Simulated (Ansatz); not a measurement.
# GeAsH5 + H2S: a complex and its separated parts

The complex below is one end of an elementary step. How strongly is it bound against its free parts?

Program: Ansatz 0.2.0, Gaussian basis. Level of theory: PBE0-D4/def2-TZVP structures, single points in def2-TZVPP, no counterpoise correction. These are calculated values, not measurements.

Levels: SPW92, PBE-D4, BLYP-D4, r2SCAN-D4, B97M-V, PBE0-D4, B3LYP-D4, r2SCAN0-D4, BHLYP-D4, CAM-B3LYP-D4, wB97X-V, wB97M-V, B2PLYP, PBE-QIDH, RPA on PBE, Hartree-Fock, MP2, CCSD, CCSD(T).

Cores are frozen in the correlated methods. Filled d shells of the heavier atoms are correlated. B3LYP uses VWN-RPA correlation. B2PLYP carries no dispersion term here.

94 further runs of the same task are left out: 94 set aside as unsound or not needed. Runs told in other sessions of the task aren't counted.

## 1. Starting geometry

The complex: 10 atoms, charge 0, spin multiplicity 1.

Atoms are counted from 1 here; the program's logs count them from 0.

Bond lengths: Ge1–H3 1.536 Å, Ge1–H4 1.538 Å, Ge1–H5 1.536 Å, Ge1–As7 2.427 Å, S2–H6 1.343 Å, S2–H8 1.341 Å, As7–H9 1.524 Å, As7–H10 1.523 Å. Angles: H3–Ge1–H4 109.2°, H3–Ge1–H5 109.3°, H3–Ge1–As7 108.1°, H4–Ge1–H5 109.1°, H4–Ge1–As7 113.0°, H5–Ge1–As7 108.2°, H6–S2–H8 92.1°, Ge1–As7–H9 92.6°, Ge1–As7–H10 92.6°, H9–As7–H10 92.2°.

Geometry (Å):

```
atom     x (Å)     y (Å)     z (Å)
 Ge1  -1.19674  -1.02012  -0.36986
  S2   2.25994   1.06036   1.77620
  H3  -0.97069  -2.33780  -1.12665
  H4  -0.42008  -1.06038   0.95653
  H5  -2.69482  -0.85852  -0.07023
  H6   1.43563   1.15341   0.72040
 As7  -0.51331   0.80598  -1.81458
  H8   1.65925  -0.05805   2.20958
  H9  -0.52547   1.81035  -0.66863
 H10   0.96639   0.50475  -1.61275
```

Its parts: GeAsH5 holds atoms 1, 3, 4, 5, 7, 9, 10; H2S holds atoms 2, 6, 8. Each part counts its atoms afresh in its own runs.

## 2. Relaxing GeAsH5 alone

relax-a/in.yaml reads:

```yaml
crystal:
  periodic: [false, false, false]
  atoms:
    - {symbol: Ge, position_ang: [-1.196738, -1.020117, -0.369858]}
    - {symbol: H, position_ang: [-0.970685, -2.337800, -1.126651]}
    - {symbol: H, position_ang: [-0.420081, -1.060376, 0.956532]}
    - {symbol: H, position_ang: [-2.694824, -0.858517, -0.070229]}
    - {symbol: As, position_ang: [-0.513313, 0.805980, -1.814584]}
    - {symbol: H, position_ang: [-0.525473, 1.810355, -0.668631]}
    - {symbol: H, position_ang: [0.966391, 0.504752, -1.612754]}
basis:
  gaussian: {orbitals: def2-TZVP}
hamiltonian: {xc: pbe0, dispersion: d4}
relax: {f_tol: 0.005, max_steps: 200}
```

Started as:

```sh
$ ansatz run in.yaml --threads 8 --pin off --events-out ev --progress --plain --max-ram 19148MiB
```

The runs that follow: Relaxing H2S alone; SPW92/def2-TZVPP; PBE-D4/def2-TZVPP; BLYP-D4/def2-TZVPP; r2SCAN-D4/def2-TZVPP; B97M-V/def2-TZVPP; PBE0-D4/def2-TZVPP; B3LYP-D4/def2-TZVPP; r2SCAN0-D4/def2-TZVPP; BHLYP-D4/def2-TZVPP; CAM-B3LYP-D4/def2-TZVPP; wB97X-V/def2-TZVPP; wB97M-V/def2-TZVPP; B2PLYP/def2-TZVPP; PBE-QIDH/def2-TZVPP; RPA on PBE/def2-TZVPP; CCSD(T)/def2-TZVPP; Vibrations of GeAsH5; Vibrations of H2S.

Q: Predict the outcome of this session. Wanted: complex less parts, CCSD(T)/def2-TZVPP; with zero-point energy; largest T1 diagnostic.

**Answer**, as computed:

```
                              quantity        value
complex less parts, CCSD(T)/def2-TZVPP  -5.5 kJ/mol
                with zero-point energy  -3.5 kJ/mol
                 largest T1 diagnostic        0.011
```

At CCSD(T) the complex lies 5.5 kJ/mol below its parts. Among the functionals wB97X-V lands nearest to CCSD(T) (-0.1 kJ/mol) and SPW92 farthest (-6.7 kJ/mol). By rung, the mean size of the error is: LDA 6.7, GGA 2.5, meta-GGA 0.6, hybrid 1.3, range-separated hybrid 0.5, double hybrid 2.7 kJ/mol. The double hybrids carry no dispersion term here, unlike the levels marked D4 or V. PBE-D4 gives a relative energy 3.3 kJ/mol too low, an error of 60 % of the reference. No counterpoise was applied, and triple zeta lacks some correlation, so the CCSD(T) reference has a basis error of its own, and close matches with it are partly luck.
